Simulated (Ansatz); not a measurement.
# CH7ClSiSn: the cost of one run

All numbers below are computed with Ansatz 0.2.0 (RKS PBE-D4/def2-SVP).

## Step 1: The system as given

Bond lengths: Cl1–C2 1.722 Å, C2–Si3 1.865 Å, Si3–Sn4 2.443 Å, C2–H5 1.099 Å, C2–H6 1.120 Å, Si3–H7 1.522 Å, Si3–H8 1.446 Å, Sn4–H9 1.828 Å, Sn4–H10 1.701 Å, Sn4–H11 1.758 Å. Angles (14 of 18 angles, heavy atoms first): Cl1–C2–Si3 108.1°, C2–Si3–Sn4 110.8°, Cl1–C2–H5 109.6°, Cl1–C2–H6 110.4°, Si3–C2–H5 110.1°, Si3–C2–H6 110.1°, C2–Si3–H7 107.7°, C2–Si3–H8 109.1°, Sn4–Si3–H7 108.8°, Sn4–Si3–H8 113.5°, Si3–Sn4–H9 106.7°, Si3–Sn4–H10 112.0°, Si3–Sn4–H11 110.8°, H5–C2–H6 108.5°.

As a file:

```xyz
11

Cl   -1.0000    1.8150    1.4192
C     0.5909    1.3453    0.9581
Si    0.5704   -0.4810    0.5791
Sn   -0.8024   -0.9425   -1.3883
H     1.2902    1.5519    1.7809
H     0.9234    1.9217    0.0569
H     2.0023   -0.9083    0.2885
H     0.1495   -1.2042    1.7585
H    -2.5021   -0.4102   -0.9785
H    -0.2751   -0.0743   -2.7524
H    -0.8817   -2.6705   -1.7014
```

## Step 2: End point A

Input file input.yaml:

```yaml
crystal:
  periodic: [false, false, false]
  atoms:
    - { symbol: Cl, position_ang: [-1.0, 1.815, 1.4192] }
    - { symbol: C, position_ang: [0.5909, 1.3453, 0.9581] }
    - { symbol: Si, position_ang: [0.5704, -0.481, 0.5791] }
    - { symbol: Sn, position_ang: [-0.8024, -0.9425, -1.3883] }
    - { symbol: H, position_ang: [1.2902, 1.5519, 1.7809] }
    - { symbol: H, position_ang: [0.9234, 1.9217, 0.0569] }
    - { symbol: H, position_ang: [2.0023, -0.9083, 0.2885] }
    - { symbol: H, position_ang: [0.1495, -1.2042, 1.7585] }
    - { symbol: H, position_ang: [-2.5021, -0.4102, -0.9785] }
    - { symbol: H, position_ang: [-0.2751, -0.0743, -2.7524] }
    - { symbol: H, position_ang: [-0.8817, -2.6705, -1.7014] }
basis:
  gaussian: { orbitals: def2-SVP }
hamiltonian:
  xc: pbe
  dispersion: d4
relax:
  f_tol: 0.015
  max_steps: 40
```

The run is started by

```sh
> ansatz run input.yaml --threads 2 --pin off --max-ram 3072MiB --backend cpu --events-out ev --progress --plain --runs-dir out
```

**Question.** How long does this run take on 2 threads of Intel Xeon Platinum 8375C at 2.90GHz (Ice Lake), shared host, and how much memory does it need?

About 22 s, with a peak of 0.18 GiB.
